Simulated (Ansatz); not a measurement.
**C3F6: harmonic frequencies at the relaxed geometry, by script**

At which frequencies does C3F6 vibrate? The task is harmonic frequencies at the relaxed geometry, for C3F6.

Computed with Ansatz 0.2.0, driven from Python. Level of theory: PBE0/6-31G*.

### Step 1. The structure

Bond lengths: F1–C2 1.350 Å, C2–F3 1.348 Å, C2–C4 1.333 Å, C4–F5 1.356 Å, C4–C6 1.483 Å, C6–F7 1.359 Å, C6–F8 1.357 Å, C6–F9 1.359 Å. Angles: F1–C2–F3 119.3°, F1–C2–C4 119.5°, F3–C2–C4 121.2°, C2–C4–F5 117.8°, C2–C4–C6 123.8°, F5–C4–C6 118.5°, C4–C6–F7 111.4°, C4–C6–F8 114.2°, C4–C6–F9 111.4°, F7–C6–F8 106.4°, F7–C6–F9 106.5°, F8–C6–F9 106.4°.

Input file c3f6.xyz:

```xyz
9

F     2.45390   -0.32060    0.78560
C     1.34400    0.23620    0.25590
F     1.40980    1.48240   -0.25450
C     0.20350   -0.45410    0.24620
F     0.21520   -1.70170    0.77770
C    -1.06890    0.06470   -0.31050
F    -2.04550    0.09910    0.63360
F    -0.98250    1.32000   -0.81920
F    -1.52960   -0.72600   -1.31470
```

### Step 2. The code

run_freq.py

```python
"""Harmonic frequencies of C3F6 at its relaxed geometry."""

import itertools

import ansatz as az
from ase.data import atomic_numbers, covalent_radii
import numpy as np

c3f6 = az.Crystal.molecule_from_extxyz("c3f6.xyz")

job = (
    c3f6.calculation()
    .basis(gaussian="6-31G*")
    .functional("pbe0")
)
symbols = [site.symbol for site in c3f6.cartesian_sites]
start = np.array([site.position_ang for site in c3f6.cartesian_sites], dtype=float)
rep = job.relax(force_tolerance=0.003, max_steps=100).run(threads=1, pin="off").report
end = np.array(rep["positions_ang"])

# pairs closer than 1.2 times the sum of covalent radii, before or after
radius = [covalent_radii[atomic_numbers[s]] for s in symbols]
span = lambda where, i, j: np.linalg.norm(where[i] - where[j])
bonded = [(i, j) for i, j in itertools.combinations(range(len(symbols)), 2) if min(span(start, i, j), span(end, i, j)) < 1.2 * (radius[i] + radius[j])]
print("pair        before    after (A)")
for i, j in bonded:
    print(f"{symbols[i]}{i}-{symbols[j]}{j}".ljust(10), f"{span(start, i, j):8.4f} {span(end, i, j):8.4f}")

# same settings at the minimum
minimum = az.Crystal.molecule()
for symbol, place in zip(symbols, end):
    minimum = minimum.atom(symbol, place.tolist())
vibrating = (
    minimum.calculation()
    .basis(gaussian="6-31G*")
    .functional("pbe0")
    .phonons(temperatures=(100, 500, 100))
)
vib = vibrating.run(threads=1, pin="off").report["vibrations"]
sums = vib["harmonic_sums"]
modes = [m["omega_inv_cm"] for m in sums["modes_at_gamma"] if m["rigid_motion"] == "no"]
print("frequencies (1/cm):", " ".join(f"{w:.0f}" for w in modes))
print("imaginary modes:", sum(w < 0 for w in modes), " zero-point energy:", round(sums["zero_point_energy_ev"], 4), "eV")
print("T (K)   F_vib (eV)   S_vib (meV/K)   C_vib (meV/K)")
for row in zip(sums["temperatures_k"], sums["vibrational_free_energy_ev"], vib["entropy_ev_per_k"], vib["heat_capacity_ev_per_k"]):
    print(f"{row[0]:6.1f} {row[1]:11.4f} {1000 * row[2]:13.4f} {1000 * row[3]:15.4f}")
```

### Step 3. The input behind the calls

The package turns the script's settings into the engine's input (first run):

```yaml
crystal:
  periodic: [false, false, false]
  atoms:
    - { symbol: F, position_ang: [2.4539, -0.3206, 0.7856] }
    - { symbol: C, position_ang: [1.344, 0.2362, 0.2559] }
    - { symbol: F, position_ang: [1.4098, 1.4824, -0.2545] }
    - { symbol: C, position_ang: [0.2035, -0.4541, 0.2462] }
    - { symbol: F, position_ang: [0.2152, -1.7017, 0.7777] }
    - { symbol: C, position_ang: [-1.0689, 0.0647, -0.3105] }
    - { symbol: F, position_ang: [-2.0455, 0.0991, 0.6336] }
    - { symbol: F, position_ang: [-0.9825, 1.32, -0.8192] }
    - { symbol: F, position_ang: [-1.5296, -0.726, -1.3147] }
basis:
  gaussian:
    orbitals: "6-31G*"
hamiltonian:
  xc: pbe0
relax:
  f_tol: 0.003
  max_steps: 100
```

### Step 4. The run

Run with:

```sh
$ python run_freq.py
```

Q: Predict the main results. Wanted: moves of the relaxation of run 1; energy gained in run 1; last largest force component of run 1; highest frequency; imaginary modes; zero-point energy.

**Answer**, as computed:

| quantity | value |
| --- | --- |
| runs compared | 2 |
| moves of the relaxation of run 1 | 5 |
| energy gained in run 1 | 0.269 eV |
| last largest force component of run 1 | 0.0027 eV/Å |
| highest frequency | 1884 cm⁻¹ |
| imaginary modes | 0 |
| zero-point energy | 0.953 eV |

What this shows: The dearest, run 2 (phonons), took some 5.7 times as long as run 1 (relaxation). Run 1: The relaxation took 5 moves; the largest shift is 0.136 Å, of atom 3 (F). All frequencies are real, so the geometry is a minimum. The values are harmonic; measured fundamentals also hold anharmonic shifts, mostly downward for stretches. The frequencies are harmonic and unscaled, in a modest basis. The result belongs to the one conformer reached from this start, and soft torsions count as harmonic oscillators.
